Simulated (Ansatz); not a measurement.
Consider an equation of state with a fit of InP, space group F-43m (the Ansatz DFT code, driven from Python).

`eos_inp.py`:
```python
import warnings

import ansatz as az
import numpy as np

vectors0 = np.array([
    [0.0, 2.9305, 2.9305],
    [2.9305, 0.0, 2.9305],
    [2.9305, 2.9305, 0.0],
])
sites = [
    ('In', [0.0, 0.0, 0.0]),
    ('P', [0.25, 0.25, 0.25]),
]


def on_lattice(cell):
    crystal = az.Crystal(lattice=az.Lattice.of(cell))
    for symbol, position in sites:
        crystal = crystal.atom(symbol, position)
    return crystal


def main() -> None:
    warnings.simplefilter('ignore', az.DeckWarning)

    volumes, energies = [], []
    for scale in np.linspace(0.95, 1.07, 5):
        cell = vectors0 * scale ** (1 / 3)
        calculation = (
            on_lattice(cell).calculation()
            .functional('PBE')
            .basis(31 * az.Ry)
            .occupations('fixed')
            .kpoints(6, 6, 6)
        )
        data = calculation.run().report
        volumes.append(abs(np.linalg.det(cell)) / len(sites))
        energies.append(data['free_energy_ev'] / len(sites))
        print(f'V = {volumes[-1]:8.4f} A^3/atom  F = {energies[-1]:.5f} eV/atom')

    x = np.array(volumes) ** (-2 / 3)
    poly = np.polynomial.Polynomial.fit(x, energies, 3).convert()
    roots = poly.deriv().roots()
    x0 = min((r.real for r in roots if abs(r.imag) < 1e-9 and poly.deriv(2)(r.real) > 0), key=lambda r: abs(r - x.mean()))
    v0 = x0 ** -1.5
    b0 = 4 / 9 * poly.deriv(2)(x0) * v0 ** (-7 / 3) * 160.21766
    b1 = 4 + 2 / 3 * x0 * poly.deriv(3)(x0) / poly.deriv(2)(x0)
    print(f'V0 = {v0:.4f} A^3/atom, B0 = {b0:.1f} GPa, dB/dP = {b1:.2f}')


if __name__ == '__main__':
    main()
```

Estimate the equilibrium volume and the bulk modulus.

A third-order Birch-Murnaghan fit through the 5 points has its minimum at 26.45 Å³ an atom, 5.1 % above the typed cell, with a bulk modulus of 60 GPa and dB/dP = 4.7. From that minimum the energy rises by 55.0 meV an atom on the compressed side and 1.6 meV on the expanded side. The window is off centre, so dB/dP is rough.

The run itself:

`python eos_inp.py` gives:
```text
V =  23.9083 A^3/atom  F = -3176.94289 eV/atom
V =  24.6633 A^3/atom  F = -3176.97230 eV/atom
V =  25.4183 A^3/atom  F = -3176.98987 eV/atom
V =  26.1733 A^3/atom  F = -3176.99739 eV/atom
V =  26.9283 A^3/atom  F = -3176.99638 eV/atom
V0 = 26.4492 A^3/atom, B0 = 59.7 GPa, dB/dP = 4.69
```

Absolute energies stand on the zero of these potentials, so only differences at equal settings mean something. For a gap this small the mesh is coarse, and bands can meet between its points. Of the deposited cell: the entry's cell lengths or inner coordinates differ somewhat from later room-temperature determinations. The structure is a deposited one; some such entries were measured under pressure or heat, so a shift against it needn't be the functional's error alone. Finished in 5.5 s on 1 thread of Arm Neoverse V1, with other jobs on the host, peak memory 0.34 GiB.
